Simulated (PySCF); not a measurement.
**One shape, several levels: SnH2Cl (SMILES [Cl][SnH2])**

We compute a comparison of 3 runs (UB3LYP/STO-6G, NEVPT2(3,3)/STO-6G, UCCSDT/STO-6G) of SnH2Cl. 

Program for the calculation: PySCF 2.14.0.

4 further runs of the same task are left out: 4 set aside as unsound or not needed.

## 1. Starting point

SnH2Cl has 4 atoms, charge 0, and is taken as a doublet. As SMILES, `[Cl][SnH2]`. One bond was lengthened or shortened from a relaxed shape.

Bond lengths: Cl1–Sn2 2.811 Å, Sn2–H3 1.723 Å, Sn2–H4 1.723 Å. Angles: Cl1–Sn2–H3 105.0°, Cl1–Sn2–H4 105.0°, H3–Sn2–H4 111.9°.

## 2. The energy at UB3LYP/STO-6G (run 1)

input.py

```python
from pyscf import gto, dft

molecule = gto.M(
    atom='''
Cl  -2.335149   0.514008  -0.622582
Sn   0.380000  -0.179600  -0.397100
H    0.412500  -1.500000   0.709600
H    1.145500   1.221000   0.252100
''',
    max_memory=1860,
    spin=1,
    verbose=3,
    basis='sto-6g',
)

mf = dft.UKS(molecule, xc='b3lyp')
mf.conv_tol = 1e-10
mf.grids.level = 5
mf.kernel()
if not mf.converged:
    mf = mf.newton().run(mf.mo_coeff, mf.mo_occ)

etot = mf.e_tot
print('E = %.10f Eh' % etot)
```

On the command line:

```sh
$ OMP_NUM_THREADS=1 python input.py
```

The program printed:

```text
WARN: HOMO -0.477435921322521 >= LUMO -0.47743592132244

converged SCF energy = -6456.29074480329  <S^2> = 0.75108591  2S+1 = 2.0010856
E = -6456.2907448033 Eh
```

Wall time 16 s (1 thread of Arm Neoverse V1, shared host); peak memory 0.29 GiB.

## 3. The energy at NEVPT2(3,3)/STO-6G (run 2)

input.py

```python
import numpy
from pyscf import gto, scf, mp, mcscf, mrpt

mol = gto.M(
    atom='Cl -2.335149 0.514008 -0.622582; Sn 0.380000 -0.179600 -0.397100; H 0.412500 -1.500000 0.709600; H 1.145500 1.221000 0.252100',
    max_memory=1860,
    verbose=3,
    charge=0,
    basis='sto-6g',
    spin=1,
)

calc0 = scf.ROHF(mol)
calc0.conv_tol = 1e-10
calc0.kernel()
if not calc0.converged:
    calc0 = calc0.newton().run(calc0.mo_coeff, calc0.mo_occ)

pt = mp.MP2(scf.addons.convert_to_uhf(calc0)).run()
noons, natorbs = mcscf.addons.make_natural_orbitals(pt)
print('natural occupations', numpy.round(noons[:40], 4))
cas = mcscf.CASSCF(calc0, 3, 3)
cas.fix_spin_(ss=0.75)
cas.natorb = True
cas.kernel(natorbs)
e_pt2 = mrpt.NEVPT(cas).kernel()
energy = cas.e_tot + e_pt2
print('E(%s) = %.9f' % ('NEVPT2', energy))
```

On the command line:

```sh
$ OMP_NUM_THREADS=1 python input.py
```

The program printed:

```text
converged SCF energy = -6453.48118367027
E(UMP2) = -6453.51481081227  E_corr = -0.0336271420054496
E(SCS-UMP2) = -6453.5207768899  E_corr = -0.039593219630356
natural occupations [2.     2.     2.     2.     2.     2.     2.     2.     2.     2.
 2.     2.     2.     2.     2.     2.     2.     2.     2.     2.
 2.     2.     2.     2.     2.     2.     1.9999 1.9999 1.9996 1.9995
 1.9992 1.9898 1.9853 1.9827 1.0011 0.0186 0.0129 0.0116]
CASSCF energy = -6453.49520964656
CASCI E = -6453.49520964656  E(CI) = -1.85585443528453  S^2 = 0.7500000
Sr    (-1)',   E = -0.00005164313519
Si    (+1)',   E = -0.00052321641390
Sijrs (0)  ,   E = -0.01746430361434
Sijr  (+1) ,   E = -0.00248880550696
Srsi  (-1) ,   E = -0.00169077059733
Srs   (-2) ,   E = -0.00017682974459
Sij   (+2) ,   E = -0.00081153084361
Sir   (0)' ,   E = -0.00181666233189
Nevpt2 Energy = -0.025023762187803
E(NEVPT2) = -6453.520233409
```

Wall time 3.3 s (1 thread of Arm Neoverse V1, shared host); peak memory 0.13 GiB.

## 4. A single-point energy at UCCSDT/STO-6G (run 3)

input.py

```python
from pyscf import gto, scf, cc

mol = gto.M(
    atom=[
    ('Cl', (-2.335149, 0.514008, -0.622582)),
    ('Sn', (0.380000, -0.179600, -0.397100)),
    ('H', (0.412500, -1.500000, 0.709600)),
    ('H', (1.145500, 1.221000, 0.252100)),
],
    basis='sto-6g',
    verbose=3,
    spin=1,
    max_memory=1860,
    charge=0,
)

calc0 = scf.UHF(mol)
calc0.conv_tol = 1e-10
calc0.kernel()
if not calc0.converged:
    calc0 = calc0.newton().run(calc0.mo_coeff, calc0.mo_occ)

mycc = cc.CCSDT(calc0, frozen=23)
mycc.kernel()
etot = mycc.e_tot
print('E(%s) = %.9f' % ('CCSDT', etot))
```

On the command line:

```sh
$ OMP_NUM_THREADS=1 python input.py
```

The program printed:

```text
converged SCF energy = -6453.48157428689  <S^2> = 0.75553451  2S+1 = 2.0055269
_make_eris_incore_UCCSDT

WARN: A large `blksize_v_aaa` is being used, which may cause large memory consumption
      for storing contraction intermediates. If memory is sufficient, consider using
      `pyscf.cc.uccsdt_highm.UCCSDT` instead.

WARN: A large `blksize_v_aab` is being used, which may cause large memory consumption
      for storing contraction intermediates. If memory is sufficient, consider using
      `pyscf.cc.uccsdt_highm.UCCSDT` instead.

UCCSDT converged
E(UCCSDT) = -6453.534776142878   E_corr = -0.0532018559929752
E_corr(same-spin) = -0.000948776598434589
E_corr(oppo-spin) = -0.0522530793945406
E(CCSDT) = -6453.534776143
```

Wall time 5.7 s (1 thread of Arm Neoverse V1, shared host); peak memory 0.12 GiB.

## 5. The series

```tsv
run	level	integration grid	active selection	energy (Eh)	dipole moment (D) of the reference	HOMO energy (eV)	LUMO energy (eV)	wall time
1	UB3LYP/STO-6G	5	–	-6456.290745	4.67	-4.24	-1.37	16 s
2	NEVPT2(3,3)/STO-6G	–	mp2 natural orbitals	-6453.520233	5.80	–	–	3.3 s
3	UCCSDT/STO-6G	–	–	-6453.534776	5.77	-7.17	3.18	5.7 s
```

## 6. What came out

```
                                                         quantity           value
                                              run 3: total energy  -6453.53478 Eh
                      run 3: dipole moment (Hartree–Fock density)          5.77 D
run 3: HOMO energy (Hartree–Fock orbitals) (highest over α and β)        -7.17 eV
 run 3: LUMO energy (Hartree–Fock orbitals) (lowest over α and β)         3.18 eV
              run 3: correlation energy (23 core orbitals frozen)       -53.2 mEh
                         run 3: ⟨S²⟩ of the reference determinant           0.756
                                             run 3: T1 diagnostic           0.011
```

In words: In runs 1, 2, 3 the basis is minimal, so the values are rough. In runs 1, 2, 3 relativity is left out where basis or elements ask for it. All runs together took 25 s, the longest 16 s.
